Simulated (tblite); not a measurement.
# C7H16FNSi: the cost of one run

The runs use tblite 0.8.0 and PySCF 2.14.0, with density-fitted response routines of our own; the level of theory stands in each step. All values are computed, except where a source is named. Atoms are numbered from 0 throughout.

## 1. The starting structure

26 atoms, charge 0, multiplicity 1; geometry from: force field or distance geometry start.

Bonds of the start (Å): C0–C1 1.54, C1–Si2 1.87, Si2–F3 1.59, Si2–N4 1.74, N4–C5 1.47, N4–C6 1.47, C6–C7 1.50, C7–C8 1.51, C8–C9 1.50, C9–C7 1.51, C0–H10 1.09, C0–H11 1.09, C0–H12 1.10, C1–H13 1.09, C1–H14 1.09, Si2–H15 1.47, C5–H16 1.09, C5–H17 1.10, C5–H18 1.09, C6–H19 1.11, C6–H20 1.10, C7–H21 1.09, C8–H22 1.07, C8–H23 1.09, C9–H24 1.09, C9–H25 1.08.

## 2. Geometry optimisation with GFN2-xTB

The job: settings as JSON, then the geometry in Å.

```
{"job": {"kind": "relax", "xc": "GFN2-xTB", "basis": "xTB"}, "charge": 0, "multiplicity": 1}
C      3.994600     0.895000    -0.413500
C      2.458700     0.851700    -0.454300
Si     1.717100    -0.811000    -0.041200
F      2.063200    -1.184700     1.460500
N     -0.022400    -0.768700    -0.141800
C     -0.750000    -2.035100    -0.342700
C     -0.777900     0.104000     0.769700
C     -2.036400     0.610300     0.140400
C     -3.382900     0.013000     0.486600
C     -3.031800     1.391000     0.970800
H      4.331900     1.903700    -0.663200
H      4.421100     0.198700    -1.134400
H      4.368700     0.644700     0.590000
H      2.083900     1.595000     0.255100
H      2.124600     1.164200    -1.439500
H      2.200500    -1.860400    -0.948100
H     -1.761600    -1.870100    -0.706300
H     -0.800100    -2.619400     0.589500
H     -0.259700    -2.657100    -1.093600
H     -0.974300    -0.412800     1.728900
H     -0.197700     1.001600     1.032700
H     -1.880100     0.957300    -0.876700
H     -4.113800    -0.063400    -0.296600
H     -3.438000    -0.789300     1.216400
H     -3.518800     2.242700     0.503600
H     -2.839900     1.521700     2.030200
```

On the command line:

```sh
$ OMP_NUM_THREADS=1 python probes_run.py task.json out
```

One launch serves the whole session: the jobs run in the order shown.

Q: Estimate the wall time and peak memory of this first job on 1 thread of Arm Neoverse V2, shared host.

About 1.9 s, with a peak of 0.19 GiB.
